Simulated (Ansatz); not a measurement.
## W, space group Fm-3m: a scan of one input key, step by step

With the Ansatz DFT code, driven from Python.

The cells in order, each with its output:

```python
import ansatz as az
```

```python
FUNCTIONAL = "PBEsol"
K_SPACING = 0.29
FILLING = "Fermi-Dirac"
SIGMA = 0.15
```

```python
crystal = (
    az.Lattice.of((0.0, 2.03, 2.03), (2.03, 0.0, 2.03), (2.03, 2.03, 0.0))
    .atom("W", (0.0, 0.0, 0.0))
)
```

```python
job = (
    crystal.calculation()
    .functional(FUNCTIONAL)
    .kpoints(spacing=K_SPACING)
    .occupations(FILLING, width=SIGMA)
    .band_table()
)
typed = job.input()
rows = []
for value in [1, 2, 3]:
    edited = typed.set(az.key.basis.xc_grid, value)
    report = az.Session.from_dict(edited).plan().execute().report
    rows.append((value, report["free_energy_ev"], report["n_iterations"], len(report["eigenvalues_ev"][0]) if "eigenvalues_ev" in report else 0))
print("       xc grid            F eV      iterations    bands listed")
for row in rows:
    print(f"{str(row[0]):>14s}  {row[1]:14.5f}  {row[2]:14d}  {row[3]:14d}")
print(edited.to_yaml())
```

    DeckWarning: basis.ecutwfc = 420 eV, auto-derived from the records' recommended cutoffs: set by W (normal level)
           xc grid            F eV      iterations    bands listed
                 1    -10256.07840               6              11
                 2    -10256.07840               6              11
                 3    -10256.07840               6              11
    crystal:
      lattice:
        - [0.0, 2.03, 2.03]
        - [2.03, 0.0, 2.03]
        - [2.03, 2.03, 0.0]
      atoms:
        - { symbol: W, position: [0.0, 0.0, 0.0] }
    kpoints:
      mp_grid:
        kspacing: 0.29
    hamiltonian:
      xc: pbesol
    scf:
      occupations:
        method: fermi_dirac
        width: 0.15
    output:
      eigenvalues: true
    basis:
      xc_grid: 3

Total energies depend on the potentials; only differences at equal settings carry meaning. A total without «per atom» is that of the cell as typed. For a metal this k-point mesh is coarse: on a finer one energies can move by several to tens of meV an atom and pressures by half a GPa or more, differences at one mesh by less. A Fermi-Dirac width this large means warm electrons, whose thermal share enters the free energy. Spin-orbit coupling, which matters for elements this heavy, is left out. This isn't the structure that W takes at ambient conditions. Warnings are shown shortened and without file and line. Finished in 2.1 s on 1 thread of Arm Neoverse V2 (shared host), peak memory 0.32 GiB.

(Lines on the test bed's own set-up are left out of the output.)
